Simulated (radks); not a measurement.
# Ionising iodine step by step, I to I¹⁷⁺

The task here is to estimate one member of a computed series from the others.

Method: scalar-relativistic Kohn-Sham, PBE, spin-unpolarised, spherical densities, point nucleus. Code: radks (a radial shooting solver on a logarithmic mesh, Libxc functionals) version 1.

### Starting point

```
element             : iodine (Z = 53)
charges             : 0 to 17
first configuration : [Kr] 4d10 5s2 5p5
last configuration  : [Kr]
```

The outer shells:

I
```
[Kr] core
4d [↑↓][↑↓][↑↓][↑↓][↑↓]
5s [↑↓]
5p [↑↓][↑↓][↑ ]
```

I¹⁷⁺
```
[Ar] core
3d [↑↓][↑↓][↑↓][↑↓][↑↓]
4s [↑↓]
4p [↑↓][↑↓][↑↓]
```

Set-up of the first run:

Input:

```text
Z 53
configuration [Kr] 4d10 5s2 5p5
relativity scalar-relativistic
functional pbe,pbe
spin unpolarised
nucleus point
c 137.035999084
```

Among the steps run: I, [Kr] 4d10 5s2 5p5; I⁺, [Kr] 4d10 5s2 5p4; I²⁺, [Kr] 4d10 5s2 5p3; I³⁺, [Kr] 4d10 5s2 5p2; I⁴⁺, [Kr] 4d10 5s2 5p1; I⁵⁺, [Kr] 4d10 5s2; I⁶⁺, [Kr] 4d10 5s1; I⁷⁺, [Kr] 4d10; I⁸⁺, [Kr] 4d9; I⁹⁺, [Kr] 4d8; I¹⁰⁺, [Kr] 4d7; I¹¹⁺, [Kr] 4d6; I¹²⁺, [Kr] 4d5; I¹³⁺, [Kr] 4d4; I¹⁴⁺, [Kr] 4d3; I¹⁵⁺, [Kr] 4d2; I¹⁶⁺, [Kr] 4d1; I¹⁷⁺, [Kr].

One of the session's tables, all rows but one given; the rest of the session is left out.

| species | Δ-SCF (eV) | −ε(HOMO) (eV) |
| --- | --- | --- |
| I | 11.131 | 7.086 |
| I⁺ | 19.846 | 15.349 |
| I²⁺ | 29.329 | 24.481 |
| I³⁺ | 39.426 | 34.294 |
| I⁴⁺ | 50.034 | 44.664 |
| I⁵⁺ | 75.314 | 69.012 |
| I⁶⁺ | 88.238 | 81.720 |
| I⁷⁺ | 151.41 | 139.82 |
| I⁸⁺ | 175.25 | 163.23 |
| I⁹⁺ | 199.92 | 187.50 |
| I¹⁰⁺ | 225.38 | 212.58 |
| I¹¹⁺ | 251.60 | 238.43 |
| I¹²⁺ | 278.56 | 265.03 |
| I¹³⁺ | 306.22 | 292.35 |
| I¹⁴⁺ | 334.57 | 320.37 |
| I¹⁵⁺ | 363.58 | 349.06 |
| I¹⁶⁺ | ? | ? |

Q: Estimate the row for I¹⁶⁺ from the others.

As computed: Δ-SCF (eV): 393.23; −ε(HOMO) (eV): 378.39. In the column «Δ-SCF (eV)» it is the highest.

To keep in mind: Spin polarisation and multiplet splitting are left out, so open shells lie too high by an amount that depends on their filling.
